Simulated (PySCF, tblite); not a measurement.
# CH₇F₃OSi₃: geometry, infrared bands and NMR shifts

Wanted: the infrared bands and NMR shifts of CH₇F₃OSi₃ (`F[Si](F)(F)OC([SiH3])[SiH3]`), by calculation.

Computed with tblite 0.8.0 and PySCF 2.14.0, with density-fitted response routines of our own, on a single molecule in the gas phase. Atoms count from 0, in the outputs and in this text.

## Step 1: The molecule as given

15 atoms, charge 0, multiplicity 1; geometry from: force field or distance geometry start.

Bonds of the start (Å): F0–Si1 1.60, Si1–F2 1.62, Si1–F3 1.60, Si1–O4 1.67, O4–C5 1.45, C5–Si6 1.90, C5–Si7 1.89, C5–H8 1.10, Si6–H9 1.50, Si6–H10 1.48, Si6–H11 1.49, Si7–H12 1.49, Si7–H13 1.48, Si7–H14 1.48.

## Step 2: Relaxing the molecule with GFN2-xTB

What the job is given:

```
{"job": {"kind": "relax", "xc": "GFN2-xTB", "basis": "xTB"}, "charge": 0, "multiplicity": 1}
F      2.859800     0.087500    -1.384600
Si     2.467400     0.467500     0.115100
F      3.654100     0.029600     1.123400
F      2.189300     2.040400     0.226600
O      1.076900    -0.351500     0.534600
C     -0.144700    -0.081300    -0.206900
Si    -1.397700     1.064400     0.638100
Si    -1.196700    -1.619100    -0.540000
H      0.096700     0.338900    -1.190400
H     -1.872900     0.495800     1.938000
H     -0.749800     2.361900     0.927600
H     -2.563100     1.333300    -0.242600
H     -2.370400    -1.292800    -1.400000
H     -1.671100    -2.255300     0.713500
H     -0.382100    -2.611400    -1.274500
```

Run with:

```bash
$ OMP_NUM_THREADS=1 python probes_run.py task.json out
```

One launch serves the whole session: the jobs run in the order shown.

**Question.** This job is followed by: GFN2-xTB harmonic vibrations, gas phase; GIAO PBE0/pcSseg-1 NMR shielding, non-relativistic, gas phase. Predict these results of the whole session: strongest single infrared mode (GFN2-xTB); zero-point energy (GFN2-xTB); ¹³C shifts against TMS (PBE0/pcSseg-1); ¹H shifts against TMS (PBE0/pcSseg-1, means over atoms taken as alike); ¹⁹F shifts against CFCl3 (PBE0/pcSseg-1, means over atoms taken as alike); ²⁹Si shifts against TMS (PBE0/pcSseg-1, means over atoms taken as alike); ¹⁷O shifts against H2O (PBE0/pcSseg-1).

**Answer**, as computed:

```
                                                                 quantity                 value
                                strongest single infrared mode (GFN2-xTB)  764 cm⁻¹, 643 km/mol
                                             zero-point energy (GFN2-xTB)         48.7 kcal/mol
                                   ¹³C shifts against TMS (PBE0/pcSseg-1)              56.4 ppm
   ¹H shifts against TMS (PBE0/pcSseg-1, means over atoms taken as alike)        4.36, 4.12 ppm
¹⁹F shifts against CFCl3 (PBE0/pcSseg-1, means over atoms taken as alike)            -170.3 ppm
 ²⁹Si shifts against TMS (PBE0/pcSseg-1, means over atoms taken as alike)     -67.2, -102.8 ppm
                                   ¹⁷O shifts against H2O (PBE0/pcSseg-1)              17.9 ppm
```

What this shows: Relaxing lowered the energy by 0.541 eV in 71 steps; the close pair that moved most is Si1–O4, from 1.667 to 1.574 Å. The lowest mode is slightly imaginary (1i cm⁻¹), a soft motion within the noise of the Hessian, so the minimum is not strictly shown. The strongest single mode, at 764 cm⁻¹, has its largest shares on H11, H12, H10 and H14 (the list is cut at 4 atoms). Unscaled tight-binding wavenumbers are off by several per cent, some by more. Its intensities can rank the bands wrongly. H8 (hydrogen on an sp3 CH bonded to O and 2 Si) lies farthest downfield among hydrogen, at 4.36 ppm; its carbon carries O, an electronegative neighbour.
